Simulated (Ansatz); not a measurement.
# SnCl2 (SMILES [Cl][Sn][Cl]) at B3LYP/def2-SVP (core potential)

Aim: the vertical ionisation energy of SnCl2 at B3LYP/def2-SVP (core potential), from 2 runs. 

The calculation is run with Ansatz 0.2.0.

28 further runs of the same task are left out: 28 set aside as unsound or not needed.

## (1) The molecule

SnCl2 has 3 atoms, charge 0, and is taken as a singlet. As SMILES, `[Cl][Sn][Cl]`. Geometry: a GFN2-xTB relaxation, a rough one for these elements and not checked as a minimum.

Bond lengths: Sn1–Cl2 2.378 Å, Sn1–Cl3 2.377 Å. Angles: Cl2–Sn1–Cl3 99.5°.

## (2) A single-point energy at B3LYP/def2-SVP (core potential)

The input, job.yaml:

```yaml
crystal:
  periodic: [false, false, false]
  atoms:
    - {symbol: Sn, position_ang: [0.004910, -0.007160, -1.023740]}
    - {symbol: Cl, position_ang: [1.812600, -0.019020, 0.521020]}
    - {symbol: Cl, position_ang: [-1.817510, 0.026180, 0.502720]}
basis:
  gaussian: {orbitals: def2-SVP}
hamiltonian: {xc: {name: B3LYP}}
accuracy: high
output: {orbitals: {seedname: orbitals}}
```

Launch:

```console
$ ansatz run job.yaml --threads 1 --pin off --max-ram 2610MiB --events-out events.jsonl --progress --plain --runs-dir runs
```

Log:

```text
Warning: RAYON_NUM_THREADS=1 ignored (pool sized by the plan → 1); use --threads N
Functional definition: B3LYP
  name "B3LYP"
  parameter a0 = 0.2
  parameter ax = 0.72
  parameter ac = 0.81
  exchange = (1 - a0 - ax)*slater_x + ax*b88_x + a0*exact_x
  correlation = (1 - ac)*vwn_rpa_c + ac*lyp_c
1264 factors; integrals over basis functions are off by at most 4.1e-9 eV
mean field evaluation 1: about -30873.0496 eV, gradient 2.1e1 eV
mean field evaluation 2: about -30869.7609 eV, gradient 3.9e1 eV
mean field evaluation 4: about -30874.5023 eV, gradient 7.0e-1 eV
mean field evaluation 8: about -30874.5425 eV, gradient 2.4e-2 eV
mean field evaluation 16: about -30874.5425 eV, gradient 3.1e-6 eV
mean field -30874.54254314 eV, -1134.6185109438 hartree, gradient 2.9e-8 eV, S^2 0.000000; 0 other end points of the search recorded, 0 dependent functions left out
reference -30874.54257313 eV, -1134.6185120461 hartree; 28, 28 occupied and 34, 34 virtual orbitals, 1264 factors
Total energy: -30874.54257313 eV, -1134.6185120461 hartree
```

Run time: 2.2 s. Hardware: 1 thread of AMD EPYC 9R45 (Zen 5), shared host; peak memory 0.2 GiB.

## (3) The doublet cation, same level

Changes to job.yaml since step 2:

```diff
@@ -8,2 +8,4 @@
   gaussian: {orbitals: def2-SVP}
+total_charge: 1
+magnetization: {spin_polarized: true, initial_magnetization: 1}
 hamiltonian: {xc: {name: B3LYP}}
```

Launch:

```console
$ ansatz run job.yaml --threads 1 --pin off --max-ram 2610MiB --events-out events.jsonl --progress --plain --runs-dir runs
```

Log:

```text
Warning: RAYON_NUM_THREADS=1 ignored (pool sized by the plan → 1); use --threads N
Functional definition: B3LYP
  name "B3LYP"
  parameter a0 = 0.2
  parameter ax = 0.72
  parameter ac = 0.81
  exchange = (1 - a0 - ax)*slater_x + ax*b88_x + a0*exact_x
  correlation = (1 - ac)*vwn_rpa_c + ac*lyp_c
1264 factors; integrals over basis functions are off by at most 4.1e-9 eV
mean field evaluation 1: about -30858.5288 eV, gradient 2.9e1 eV
mean field evaluation 2: about -30822.0291 eV, gradient 7.7e1 eV
mean field evaluation 4: about -30864.4344 eV, gradient 3.3e0 eV
mean field evaluation 8: about -30864.5525 eV, gradient 5.1e-1 eV
mean field evaluation 16: about -30864.5548 eV, gradient 8.1e-5 eV
mean field evaluation 32: about -30864.4998 eV, gradient 2.5e0 eV
mean field -30864.55480849 eV, -1134.2514684652 hartree, gradient 7.9e-8 eV, S^2 0.757524; 6 other end points of the search recorded, 0 dependent functions left out
reference -30864.55483898 eV, -1134.2514695857 hartree; 28, 27 occupied and 34, 35 virtual orbitals, 1264 factors
Total energy: -30864.55483898 eV, -1134.2514695857 hartree
```

Run time: 5.1 s. Hardware: 1 thread of AMD EPYC 9R45 (Zen 5), shared host; peak memory 0.28 GiB.

## (4) Outcome

Level: B3LYP/def2-SVP (core potential).

| quantity | value |
| --- | --- |
| singlet SnCl2: total energy | -1134.61851 Eh |
| singlet SnCl2: HOMO energy | -7.59 eV |
| singlet SnCl2: LUMO energy | -3.18 eV |
| singlet SnCl2: HOMO–LUMO gap | 4.41 eV |
| doublet cation: total energy | -1134.25147 Eh |
| doublet cation: HOMO energy (highest over α and β) | -14.25 eV |
| doublet cation: LUMO energy (lowest over α and β) | -12.39 eV |
| doublet cation: ⟨S²⟩ | 0.758 |
| vertical ionisation energy (to the doublet cation) | 9.988 eV |

In words: Removing an electron at fixed nuclei costs 9.99 eV (230 kcal/mol). −ε(HOMO) before ionisation, 7.59 eV, is 2.39 eV below this ionisation energy.
